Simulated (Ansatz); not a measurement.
**Sn2TeSe: the cell at several levels of theory**

Aim: relax an ordered 4-atom cell of Sn2TeSe on the rocksalt lattice (R-3m) with PBE and r2SCAN and see how far the functionals disagree on the cell. This is a trial cell built on a prototype, not taken from a measured structure, and it needn't be the compound's ground state.

Code: Ansatz 0.2.0. PAW datasets, plane waves, zero pressure. Values at 0 K without nuclear motion; spin polarisation is off, and the phase may be a hypothetical one.

**1. Starting point**

This is the cell as the run starts from it, not yet at rest; its lengths are not the crystal's.

Space group R-3m (No. 166), trigonal; a = 4.006 Å, c = 19.624 Å in the conventional setting, 22.72 Å³ an atom. Near Se stand 6 Sn at 2.83 Å; near Te stand 6 Sn at 2.83 Å; near Sn stand 3 Se at 2.83 Å and 3 Te at 2.83 Å.

As a file:

Space group R-3m:H (No. 166). a = 4.006 Å, b = 4.006 Å, c = 19.624 Å, α = 90.00°, β = 90.00°, γ = 120.00°
| atom | site | symmetry | x | y | z |
| --- | --- | --- | --- | --- | --- |
| Se | 3a | -3m | 0.0000 | 0.0000 | 0.0000 |
| Te | 3b | -3m | 0.3333 | 0.6667 | 0.1667 |
| Sn | 6c | 3m | 0.0000 | 0.0000 | 0.2500 |

**2. PBE: cell and atoms**

input.yaml

```yaml
crystal:
  lattice:
    - [2.0028449559, 1.1563430744, 6.5412642346]
    - [-2.0028449559, 1.1563430744, 6.5412642346]
    - [0.0, -2.3126861489, 6.5412642346]
  atoms:
    - { symbol: Se, position: [1.0, 0.0, 0.0] }
    - { symbol: Te, position: [0.5, 0.5, 0.5] }
    - { symbol: Sn, position: [0.25, 0.25, 0.25] }
    - { symbol: Sn, position: [0.75, 0.75, 0.75] }
kpoints:
  mp_grid: { grid: [6, 6, 6] }
hamiltonian:
  xc: pbe
scf:
  occupations: { method: fermi_dirac, width: 0.02 }
relax:
  f_tol: 0.005
  cell: {}
```

Standard output:

```text
Warning: RAYON_NUM_THREADS=2 ignored (pool sized by the plan → 2); use --threads N
basis.fft_grid_basis auto: the FFT boxes are laid along the combinations [[1, 0, -1], [0, 1, -1], [0, 0, 1]] of the cell's own vectors, 4.006, 4.006 and 6.938 Å long. The dense box has 27×27×48 points. Along the cell's own vectors, as sized, it would have 48×48×48, 3.16 times as many. Of the 12 symmetry operations that the crystal satisfies within crystal.symmetry.tolerance (time reversal apart; of a slab, those that keep its plane) the dense box along the cell's own vectors carries 12, and the one as laid loses 8 of those. basis.fft_grid_basis: typed keeps the cell's own vectors: state it where this run's energies or levels are differenced outside the engine with another run's, or held beside a run that keeps those vectors.
Engine: ansatz 0.2.0, x86_64-unknown-linux-gnu
Pseudopotentials: kind: paw
Pseudopotential: Se, paw, valence charge 16, recommended cutoff 420 eV (normal), Se.paw.azcp
Pseudopotential: Te, paw, valence charge 16, recommended cutoff 420 eV (normal), Te.paw.azcp
Pseudopotential: Sn, paw, valence charge 14, recommended cutoff 420 eV (normal), Sn.paw.azcp
Functional definition: PBE
  parameter kappa = 0.804
  parameter beta = 0.06672455060314922
  exchange = pbe_x(kappa = kappa, mu = beta*pi^2/3)
  correlation = pbe_c(beta = beta)
Crystal: 4 atoms, lattice volume = 90.896 Å³
Basis set: ecut = 420 eV, 1779 PW (Γ), FFT grids on a1−a3, a2−a3, a3, exchange–correlation on 54×54×96 points (8 copies of the dense FFT grid, shifted against one another)
Bands: 36, of which v1, the nominal top of the filled ones, is band 30 counted from 1 (29 counted from 0)
Symmetry: 12 space group operations
Space group: R-3m (ITA 166), of the structure as read, at distance tolerance 4.5e-5 Å
k-points: 32 of 216
Non-local potential: Se, projectors of the file, l = 0: 2, l = 1: 2, l = 2: 3, l = 3: 1
Non-local potential: Te, projectors of the file, l = 0: 2, l = 1: 2, l = 2: 2, l = 3: 2
Non-local potential: Sn, projectors of the file, l = 0: 2, l = 1: 2, l = 2: 2, l = 3: 2
PAW form: soft (Blöchl's): semilocal exchange-correlation on the pseudo side does not see the compensation charge
PAW one-centre angular grid: Se, 590 points (default); XC on 64 Gauss nodes
PAW one-centre angular grid: Te, 590 points (default); XC on 64 Gauss nodes
PAW one-centre angular grid: Sn, 590 points (default); XC on 64 Gauss nodes
Initial density: superposition of atomic densities (neutral atoms: chi_scale 0, normalization atom), corrected by the library's trained network
Initial wavefunctions: pseudopotential atomic-orbital guess
Functional: x = pbe(κ = 0.804, μ = 0.2195149727645171), c = pbe(β = 0.06672455060314922)
SCF iter   1: F=—  HF=-24496.992862 eV  |F-HF|=—  |Δ(HF+E_count)|=         —  Δρ=1.86e-3  dr2=8.41e-3  ethr=1.77e-3  ⟨swp⟩=8.8  Hψ=5283  notcnv=0
preconditioner: auto → Kerker (q_TF=auto, 2.546 Å⁻¹)  [metal: Δε(μ)=0.026 eV  Ē_g=17.348 eV  σ=0.020 eV  W_gap=0.32  n_scr=28 (ndim 8)  ℏωp=24.6 eV  f_vac=0.000  D(μ)=1.42/eV (n_scr^D=2)]
SCF iter   2: F=—  HF=-24496.989351 eV  |F-HF|=—  |Δ(HF+E_count)|=   3.51e-3  Δρ=1.12e-3  dr2=2.89e-3  ethr=1.40e-5  ⟨swp⟩=2.2  Hψ=2347  notcnv=0  defer=37
SCF iter   3: F=—  HF=-24496.988940 eV  |F-HF|=—  |Δ(HF+E_count)|=   4.11e-4  Δρ=5.03e-4  dr2=6.72e-4  ethr=4.81e-6  ⟨swp⟩=3.0  Hψ=1893  notcnv=0  defer=37
SCF iter   4: F=—  HF=-24496.988778 eV  |F-HF|=—  |Δ(HF+E_count)|=   1.61e-4  Δρ=2.75e-4  dr2=1.11e-4  ethr=1.12e-6  ⟨swp⟩=2.0  Hψ=1240  notcnv=0  defer=37
SCF iter   5: F=—  HF=-24496.988745 eV  |F-HF|=—  |Δ(HF+E_count)|=   3.32e-5  Δρ=6.58e-5  dr2=6.68e-6  ethr=1.85e-7  ⟨swp⟩=2.0  Hψ=1912  notcnv=0  defer=37
SCF iter   6: F=—  HF=-24496.988750 eV  |F-HF|=—  |Δ(HF+E_count)|=   4.71e-6  Δρ=2.42e-5  dr2=1.23e-6  ethr=1.11e-8  ⟨swp⟩=2.0  Hψ=2074  notcnv=0  defer=37
SCF iter   7: F=—  HF=-24496.988750 eV  |F-HF|=—  |Δ(HF+E_count)|=   1.56e-7  Δρ=1.10e-5  dr2=3.10e-7  ethr=2.05e-9  ⟨swp⟩=2.0  Hψ=2072  notcnv=0  defer=37
SCF iter   8: F=-24496.988750 eV  HF=-24496.988750 eV  |F-HF|=1.54e-8  |Δ(HF+E_count)|=  1.60e-10  Δρ=5.37e-6  dr2=3.15e-8  ethr=1.67e-10  ⟨swp⟩=5.0  Hψ=4150  notcnv=0
SCF 1 converged in 8 iterations: F = -24496.988750 eV  dr2 = 3.15e-8
relax step   1: F+E_penalty+E_count = -24496.98874979 eV  Δ(F+E_penalty+E_count) = +0.000e0 eV  max|allowed force component| = 1.526e0 eV/Å  Δτ_max = 0.0000 Å  P = +24.308 GPa  Ω = 90.896 Å³  (8 SCF iters, dr2 threshold 1.00e-7 eV, accepted)
Crystal: 4 atoms, lattice volume = 104.737 Å³
Basis set: ecut = 420 eV, 1973 PW (Γ), FFT grids on a1−a3, a2−a3, a3, exchange–correlation on 54×54×96 points (8 copies of the dense FFT grid, shifted against one another)
Initial density: handed on by an earlier stage of this run
Initial wavefunctions: those handed on with the density
iter 1 solved again at ethr=1.81e-4 eV; its pass at ethr=3.10e-3 eV (dr2=1.09e-1 eV) is discarded
SCF iter   1: F=—  HF=-24498.522458 eV  |F-HF|=—  |Δ(HF+E_count)|=         —  Δρ=7.09e-3  dr2=1.05e-1  ethr=1.81e-4  ⟨swp⟩=2.1  Hψ=7682  notcnv=0
preconditioner: auto → Resta (q_TF=auto, 2.486 Å⁻¹)  ε∞=2.9  [insulator: Δε(μ)=0.319 eV  Ē_g=16.757 eV  σ=0.020 eV  W_gap=1.00  n_scr=28 (ndim 8)  ℏωp=22.9 eV  f_vac=0.010  D(μ)=0.00/eV (n_scr^D=0)  ε∞_Penn≈2.9]
SCF iter   2: F=—  HF=-24498.501747 eV  |F-HF|=—  |Δ(HF+E_count)|=   2.07e-2  Δρ=2.64e-3  dr2=1.04e-2  ethr=1.74e-4  ⟨swp⟩=3.9  Hψ=2090  notcnv=0
SCF iter   3: F=—  HF=-24498.500892 eV  |F-HF|=—  |Δ(HF+E_count)|=   8.55e-4  Δρ=1.47e-3  dr2=2.79e-3  ethr=1.73e-5  ⟨swp⟩=2.0  Hψ=2321  notcnv=0  defer=1
SCF iter   4: F=—  HF=-24498.501289 eV  |F-HF|=—  |Δ(HF+E_count)|=   3.97e-4  Δρ=4.32e-4  dr2=2.83e-4  ethr=4.64e-6  ⟨swp⟩=2.0  Hψ=2323  notcnv=0  defer=5
SCF iter   5: F=—  HF=-24498.501345 eV  |F-HF|=—  |Δ(HF+E_count)|=   5.63e-5  Δρ=1.26e-4  dr2=2.21e-5  ethr=4.71e-7  ⟨swp⟩=2.0  Hψ=2114  notcnv=0  defer=5
SCF iter   6: F=—  HF=-24498.501361 eV  |F-HF|=—  |Δ(HF+E_count)|=   1.56e-5  Δρ=4.02e-5  dr2=1.73e-6  ethr=3.69e-8  ⟨swp⟩=2.0  Hψ=2104  notcnv=0  defer=5
SCF iter   7: F=-24498.501363 eV  HF=-24498.501363 eV  |F-HF|=1.21e-7  |Δ(HF+E_count)|=   2.05e-6  Δρ=1.03e-5  dr2=1.20e-7  ethr=6.67e-10  ⟨swp⟩=5.0  Hψ=4834  notcnv=0
SCF 2 converged in 7 iterations: F = -24498.501363 eV  dr2 = 1.20e-7
relax step   2: F+E_penalty+E_count = -24498.50136294 eV  Δ(F+E_penalty+E_count) = -1.513e0 eV  max|allowed force component| = 7.298e-2 eV/Å  Δτ_max = 0.1075 Å  P = +8.728 GPa  Ω = 104.737 Å³  energy of the carried Pulay correction = -3.951e-3 eV  (7 SCF iters, dr2 threshold 4.00e-7 eV, accepted)
Crystal: 4 atoms, lattice volume = 115.752 Å³
Basis set: ecut = 420 eV, 2297 PW (Γ), FFT grids on a1−a3, a2−a3, a3, exchange–correlation on 54×54×96 points (8 copies of the dense FFT grid, shifted against one another)
iter 1 solved again at ethr=1.16e-4 eV; its pass at ethr=3.10e-3 eV (dr2=6.96e-2 eV) is discarded
SCF iter   1: F=—  HF=-24498.856771 eV  |F-HF|=—  |Δ(HF+E_count)|=         —  Δρ=4.13e-3  dr2=6.78e-2  ethr=1.16e-4  ⟨swp⟩=2.0  Hψ=7331  notcnv=0
preconditioner: auto → Resta (q_TF=auto, 2.445 Å⁻¹)  ε∞=2.8  [insulator: Δε(μ)=0.215 eV  Ē_g=16.419 eV  σ=0.020 eV  W_gap=0.99  n_scr=28 (ndim 8)  ℏωp=21.8 eV  f_vac=0.016  D(μ)=0.01/eV (n_scr^D=0)  ε∞_Penn≈2.8]
SCF iter   2: F=—  HF=-24498.842532 eV  |F-HF|=—  |Δ(HF+E_count)|=   1.42e-2  Δρ=1.66e-3  dr2=4.54e-3  ethr=1.13e-4  ⟨swp⟩=3.4  Hψ=1705  notcnv=0
SCF iter   3: F=—  HF=-24498.842081 eV  |F-HF|=—  |Δ(HF+E_count)|=   4.51e-4  Δρ=8.73e-4  dr2=1.23e-3  ethr=7.56e-6  ⟨swp⟩=2.0  Hψ=2120  notcnv=0  defer=1
SCF iter   4: F=—  HF=-24498.842202 eV  |F-HF|=—  |Δ(HF+E_count)|=   1.21e-4  Δρ=2.56e-4  dr2=1.31e-4  ethr=2.06e-6  ⟨swp⟩=2.0  Hψ=2170  notcnv=0  defer=1
SCF iter   5: F=—  HF=-24498.842212 eV  |F-HF|=—  |Δ(HF+E_count)|=   1.01e-5  Δρ=7.50e-5  dr2=1.03e-5  ethr=2.18e-7  ⟨swp⟩=2.0  Hψ=2105  notcnv=0  defer=1
SCF iter   6: F=—  HF=-24498.842218 eV  |F-HF|=—  |Δ(HF+E_count)|=   5.61e-6  Δρ=3.22e-5  dr2=9.00e-7  ethr=1.72e-8  ⟨swp⟩=2.0  Hψ=2105  notcnv=0  defer=1
SCF iter   7: F=-24498.842219 eV  HF=-24498.842219 eV  |F-HF|=6.69e-8  |Δ(HF+E_count)|=   1.56e-6  Δρ=6.67e-6  dr2=5.40e-8  ethr=6.67e-10  ⟨swp⟩=5.0  Hψ=4476  notcnv=0
SCF 3 converged in 7 iterations: F = -24498.842219 eV  dr2 = 5.40e-8
relax step   3: F+E_penalty+E_count = -24498.84221913 eV  Δ(F+E_penalty+E_count) = -3.409e-1 eV  max|allowed force component| = 2.423e-1 eV/Å  Δτ_max = 0.0286 Å  P = +2.106 GPa  Ω = 115.752 Å³  energy of the carried Pulay correction = -6.720e-3 eV  (7 SCF iters, dr2 threshold 4.00e-7 eV, accepted)
[... 11 lines left out ...]
relax step   4: F+E_penalty+E_count = -24498.87817516 eV  Δ(F+E_penalty+E_count) = -3.596e-2 eV  max|allowed force component| = 4.246e-2 eV/Å  Δτ_max = 0.0245 Å  P = +0.382 GPa  Ω = 119.582 Å³  energy of the carried Pulay correction = -7.616e-3 eV  (6 SCF iters, dr2 threshold 4.00e-7 eV, accepted)
[... 10 lines left out ...]
relax step   5: F+E_penalty+E_count = -24498.87943241 eV  Δ(F+E_penalty+E_count) = -1.257e-3 eV  max|allowed force component| = 4.074e-3 eV/Å  Δτ_max = 0.0054 Å  P = +0.023 GPa  Ω = 120.465 Å³  energy of the carried Pulay correction = -7.818e-3 eV  (5 SCF iters, dr2 threshold 4.00e-7 eV, accepted)
[... 13 lines left out ...]
relax step   6: F+E_penalty+E_count = -24498.88762483 eV  Δ(F+E_penalty+E_count) = -8.192e-3 eV  max|allowed force component| = 4.697e-3 eV/Å  Δτ_max = 0.0000 Å  P = +0.107 GPa  Ω = 120.465 Å³  stress off target by 1.14e-1 GPa  SCF on the basis re-selected at this cell (its energy is not comparable with the rows above)  (8 SCF iters)
[... 11 lines left out ...]
relax step   7: F+E_penalty+E_count = -24498.88768534 eV  Δ(F+E_penalty+E_count) = -6.051e-5 eV  max|allowed force component| = 5.108e-4 eV/Å  Δτ_max = 0.0007 Å  P = +0.008 GPa  Ω = 120.729 Å³  energy of the carried Pulay correction = -4.031e-5 eV  (5 SCF iters, dr2 threshold 3.23e-8 eV, accepted)
iter 1 solved again at ethr=1.74e-7 eV; its pass at ethr=3.10e-3 eV (dr2=1.04e-4 eV) is discarded
SCF iter   1: F=—  HF=-24498.887660 eV  |F-HF|=—  |Δ(HF+E_count)|=         —  Δρ=5.19e-5  dr2=7.25e-8  ethr=1.74e-7  ⟨swp⟩=3.2  Hψ=8247  notcnv=0
preconditioner: auto → Resta (q_TF=auto, 2.428 Å⁻¹)  ε∞=4.4  [insulator: Δε(μ)=0.152 eV  Ē_g=8.148 eV  σ=0.020 eV  W_gap=0.95  n_scr=28 (ndim 8)  ℏωp=15.1 eV  f_vac=0.013  D(μ)=0.04/eV (n_scr^D=0)  ε∞_Penn≈4.4]
SCF iter   2: F=—  HF=-24498.887710 eV  |F-HF|=—  |Δ(HF+E_count)|=   5.07e-5  Δρ=2.62e-5  dr2=1.98e-8  ethr=1.21e-10  ⟨swp⟩=2.9  Hψ=2243  notcnv=0
SCF iter   3: F=—  HF=-24498.887725 eV  |F-HF|=—  |Δ(HF+E_count)|=   1.49e-5  Δρ=1.21e-6  dr2=9.00e-10  ethr=3.30e-11  ⟨swp⟩=2.0  Hψ=1402  notcnv=0
SCF iter   4: F=—  HF=-24498.887725 eV  |F-HF|=—  |Δ(HF+E_count)|=   2.09e-8  Δρ=3.90e-7  dr2=1.66e-10  ethr=1.50e-12  ⟨swp⟩=2.3  Hψ=2092  notcnv=0
SCF iter   5: F=-24498.887725 eV  HF=-24498.887725 eV  |F-HF|=4.00e-11  |Δ(HF+E_count)|=   1.51e-9  Δρ=1.25e-7  dr2=3.58e-11  ethr=1.00e-12  ⟨swp⟩=5.0  Hψ=4355  notcnv=0
SCF 8 converged in 5 iterations: F = -24498.887725 eV  dr2 = 3.58e-11
relax step   8: F+E_penalty+E_count = -24498.88772528 eV  Δ(F+E_penalty+E_count) = -3.994e-5 eV  max|allowed force component| = 5.238e-4 eV/Å  Δτ_max = 0.0000 Å  P = +0.008 GPa  Ω = 120.729 Å³  stress off target by 7.94e-3 GPa  SCF on the basis re-selected at this cell (its energy is not comparable with the rows above)  (5 SCF iters)
basis re-selected at this cell: Δ(F+E_penalty+E_count) = -3.994e-5 eV, ΔP = -0.000 GPa vs the last step (what re-selecting the basis moved, of the pressure what is left beyond the Pulay correction that the steps carried, after the strain that the cell walked since its last selection, with what the two solves' SCF thresholds leave and, on support functions, any second-order correction that the steps lacked; it is no measure of the basis error at this ecutwfc). This SCF's stress stands 7.94e-3 GPa from its target on what of the cell is left free (relax.cell.stress_tol is 5.00e-2 GPa) and its largest allowed force component is 5.24e-4 eV/Å (relax.f_tol is 5.00e-3 eV/Å): within both
SCF converged after 5 iterations
Free energy (F): -24498.887725 eV
Harris-Foulkes:  -24498.887725 eV  (|F-HF|=4.00e-11)
Internal energy: -24498.887643 eV  (E = F + TS)
E sigma→0 (E₀):  -24498.887684 eV
Entropy (-TS):   -0.000082 eV (-0.021 meV/atom)
Fermi energy:    9.080191 eV
--- Per-component energies (eV) ---
  E_band       = -852.842087
  E_kinetic    = 667.550729
  E_local      = -5607.647634  (includes V_loc(G=0)·N_el)
  E_nonlocal   = -971.578769
  E_hartree    = 3157.151800
  E_xc         = -994.536705
  E_vxc        = -394.715585  (∫ρ·V_xc dr)
  E_paw        = -14839.550972  (= ΣΔE_a)
  E_vpaw       = -860.753855  (= ΣTr[D̂ρ^β])
  E_aug_tail   = -0.000795  (compensation charges beyond the density's cutoff)
  E_ewald      = -5910.275297
  E_smearing   = -0.000082  (= −TS)
  E_closure    = 0.000000  (closes the sum)
  Σ components = -24498.887725   (vs F -24498.887725, Δ=0.00e0)
--- Forces (eV/Å), atoms counted from 1 ---
  atom   1  Se    -0.00000000     0.00000000    -0.00000000
  atom   2  Te     0.00000000     0.00000000     0.00000000
  atom   3  Sn    -0.00000000     0.00000000    -0.00052379
  atom   4  Sn     0.00000000    -0.00000000     0.00052379
  max |Σ_I F_I| component: 4.63e-18 eV/Å
--- Stress (GPa, compression-positive) ---
        0.007943       0.000000      -0.000000
        0.000000       0.007943       0.000000
       -0.000000       0.000000       0.007347
  P = ⅓ Tr σ = 0.0077 GPa (0.077 kbar)
--- Relaxed structure (6 steps of the walk, 6 accepted, 2 SCFs on fresh bases) ---
  F+E_penalty+E_count = -24498.88772528 eV   max|allowed force component| = 5.238e-4 eV/Å   (the final SCF, on the basis selected at the relaxed cell)
  cell:  # Å, volume = 120.7289 Å³
    - [2.2039608860722866, 1.2724574108389606, 7.174851454495421]
    - [-2.2039608860722866, 1.2724574108389606, 7.174851454495421]
    - [-1.604908531840038e-33, -2.5449148217327635, 7.174851454485694]
  atoms:
    - { symbol: Se, position: [1.0, 0.0, 0.0] }
    - { symbol: Te, position: [0.5000000000000001, 0.5000000000000001, 0.5] }
    - { symbol: Sn, position: [0.2555815871590939, 0.2555815871590939, 0.2555815871590939] }
    - { symbol: Sn, position: [0.7444184128409062, 0.7444184128409062, 0.744418412840906] }
```

Wall time 79 s (2 threads of an x86-64 CPU, shared host); peak memory 0.51 GiB.

The path of the relaxation:

```
step  energy change (meV/atom)  largest force (eV/Å)  pressure (GPa)  volume (Å³/atom)
   1                       0.0                1.5260           24.31            22.724
   2                    -378.2                0.0730            8.73            26.184
   3                    -463.4                0.2423            2.11            28.938
   4                    -472.4                0.0425            0.38            29.895
   5                    -472.7                0.0041            0.02            30.116
   6                    -474.7                0.0047            0.11            30.116
   7                    -474.7                0.0005            0.01            30.182
   8                    -474.7                0.0005            0.01            30.182
```

Step 6 solves the same cell on a plane-wave basis chosen anew, so the energy can jump there without a move.

The table lists every geometry solved, with passes on a fresh basis, whose energies don't compare exactly with the rows above.

|  | before | after | change |
| --- | --- | --- | --- |
| a (Å) | 4.006 | 4.408 | +10.04 % |
| c (Å) | 19.624 | 21.525 | +9.69 % |
| volume (Å³/atom) | 22.724 | 30.182 | +32.82 % |
| shortest distance (Å) | 2.832 | 3.046 | +7.54 % |
| space group | R-3m | R-3m | same |

(Part 1 of 2 ends here.)
